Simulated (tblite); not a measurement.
# C2H8Cl2Ge2: the cost of one run

Programs: tblite 0.8.0 and PySCF 2.14.0, with density-fitted response routines of our own. Each step states its level of theory. These are calculated values for one molecule in the gas phase, unless marked as measured. Atoms are numbered from 0 throughout.

**1. The molecule as given**

14 atoms, charge 0, multiplicity 1; geometry from: force field or distance geometry start.

Bonds of the start (Å): C0–Ge1 1.93, Ge1–Cl2 2.18, Ge1–Ge3 2.40, Ge3–C4 1.94, C4–Cl5 1.77, C0–H6 1.12, C0–H7 1.10, C0–H8 1.11, Ge1–H9 1.55, Ge3–H10 1.55, Ge3–H11 1.56, C4–H12 1.10, C4–H13 1.11.

**2. Optimising the geometry with GFN2-xTB**

Job settings and geometry (Å):

```
{"job": {"kind": "relax", "xc": "GFN2-xTB", "basis": "xTB"}, "charge": 0, "multiplicity": 1}
C     -1.935100     0.796000    -0.386000
Ge    -1.181600    -0.782300     0.426600
Cl    -1.218200    -0.579700     2.593700
Ge     1.089800    -1.011400    -0.299300
C      2.012500     0.677200    -0.067500
Cl     2.056200     1.116600     1.644800
H     -2.995400     0.917500    -0.058000
H     -1.904300     0.699400    -1.484700
H     -1.353600     1.687400    -0.078800
H     -1.993200    -2.039400     0.021400
H      1.103600    -1.420300    -1.789700
H      1.795300    -2.114500     0.551400
H      3.044200     0.588500    -0.451200
H      1.479100     1.464600    -0.644900
```

Run with:

```console
$ OMP_NUM_THREADS=1 python probes_run.py task.json out
```

One launch serves the whole session: the jobs run in the order shown.

**Question.** How long does this first job take on 1 thread of Arm Neoverse N1, shared host?

About 3.4 s.
